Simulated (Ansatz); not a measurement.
# Hg3Te: the cost of one run

Program: Ansatz 0.2.0. Level of theory: DFT PBE, scalar-relativistic, plane waves, PAW. These are calculated values, not measurements.

## Step 1: The system as given

Symmetry: I4/mmm, No. 139, tetragonal system. The conventional cell has a = 4.598 Å, b = 4.598 Å, c = 10.271 Å, α = 90.00°, β = 90.00°, γ = 90.00°. Hg (site symmetry 4/mmm) has 4 Te at 3.25 Å and 8 Hg at 3.45 Å as nearest neighbours. Hg (site symmetry -4m2) is surrounded by 8 Hg at 3.25 to 3.45 Å and 4 Te at 3.45 Å. Te (site symmetry 4/mmm) is surrounded by 12 Hg at 3.25 to 3.45 Å.

Coordinates:

```
Hg Te
1.0
    -2.29898    2.29898    5.13538
     2.29898   -2.29898    5.13538
     2.29898    2.29898   -5.13538
Hg Te
3 1
Cartesian
  0.0000 0.0000 5.1354
  2.2990 0.0000 2.5677
  0.0000 2.2990 2.5677
  0.0000 0.0000 0.0000
```

This is candidate A: TiAl3 (D0_22) type (I4/mmm, No. 139).

(A quick probe on a coarse mesh, which set the mesh and smearing, is not shown.)

## Step 3: Relaxing cell and atoms (candidate A)

Input file input.yaml:

```yaml
crystal:
  lattice:
    - [-2.2989782085, 2.2989782085, 5.1353798942]
    - [2.2989782085, -2.2989782085, 5.1353798942]
    - [2.2989782085, 2.2989782085, -5.1353798942]
  atoms:
    - { symbol: Hg, position: [0.5, 0.5, 0.0] }
    - { symbol: Hg, position: [0.25, 0.75, 0.5] }
    - { symbol: Hg, position: [0.75, 0.25, 0.5] }
    - { symbol: Te, position: [0.0, 0.0, 0.0] }
basis:
  ecutwfc: 420
kpoints:
  mp_grid: { grid: [14, 14, 14] }
hamiltonian:
  xc: pbe
scf:
  occupations: { method: gaussian, width: 0.1 }
output:
  forces: true
  stress: true
  eigenvalues: true
relax:
  adjacent_minimum: "off"
  f_tol: 0.01
  max_steps: 80
  cell: { stress_tol: 0.05 }
```

The run is started by

```sh
$ ansatz run input.yaml --threads 1 --pin off --max-ram 2560MiB --backend cpu --events-out ev --progress --plain --runs-dir out
```

**Question.** How long does this run take on 1 thread of Intel Xeon 6975P-C (Granite Rapids), shared host, and how much memory does it need?

About 10 min, with a peak of 1.2 GiB.
